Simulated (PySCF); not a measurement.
**RbIn: from the state search to spectroscopic constants**

One table from this session's results is given with a row withheld; the runs are named, their logs left out.

Computed with PySCF 2.14.0. Level: Rb def2-SVPD with ECP28, In def2-SVPD with ECP28, scalar-relativistic core potentials.

Set-up of the first run:

The job is set up so:

* atoms: Rb, In
* charge: 0
* basis: Rb def2-SVPD with ECP28, In def2-SVPD with ECP28
* Hamiltonian: scalar-relativistic core potentials
* basis functions: 59
* electrons treated: 30
* masses in u: 84.9118, 114.9039
* levels: PBE0, PBE, r²SCAN, M06-2X, r²SCAN0, B3LYP, ωB97X, HF, MP2, SCS-MP2
* grid: 80 radial by 434 angular points
* occupations: held fixed by the projection of orbital angular momentum
* dissociation limit: Rb + In, each in its ground configuration
* starting distance in angstrom: 3.450
* values of 2S to try: 0, 2

Started as:

```sh
$ OMP_NUM_THREADS=1 python dia.py task.json out
```

Steps of the session up to this table: Set-up; First curve: PBE0; Higher solutions at PBE0; PBE (GGA); r²SCAN; M06-2X (hybrid meta-GGA); r²SCAN0; B3LYP (global hybrid GGA); ωB97X (range-separated hybrid); UHF (mean field).

One table of the session follows, with a row left open; its other results are not shown here.

It belongs to the step «Constants by level of theory». 

```
      level  Re (Å)  ωe (cm⁻¹)  De (eV)  μ (D)
        UHF   3.859       60.9    0.157  -8.44
    UHF-MP2   3.713       69.9    0.382    n/a
UHF-SCS-MP2   3.742       67.0    0.301    n/a
        PBE   3.689       70.4     0.55  -5.95
     r²SCAN   3.679       73.8     0.61  -7.05
      B3LYP   3.730       66.9    0.412  -5.82
       PBE0       ?          ?        ?      ?
    r²SCAN0   3.667       75.5     0.57  -7.57
     M06-2X   3.662       75.4    0.426  -6.53
      ωB97X   3.595       85.8      n/a  -8.69
```

Q: Estimate the row for PBE0 from the others.

As computed: Re (Å): 3.673; ωe (cm⁻¹): 73.1; De (eV): 0.52; μ (D): -6.82. In the column «Re (Å)» it lies between r²SCAN0 (3.667) and r²SCAN (3.679).

De is counted to Rb + In in their ground configurations.
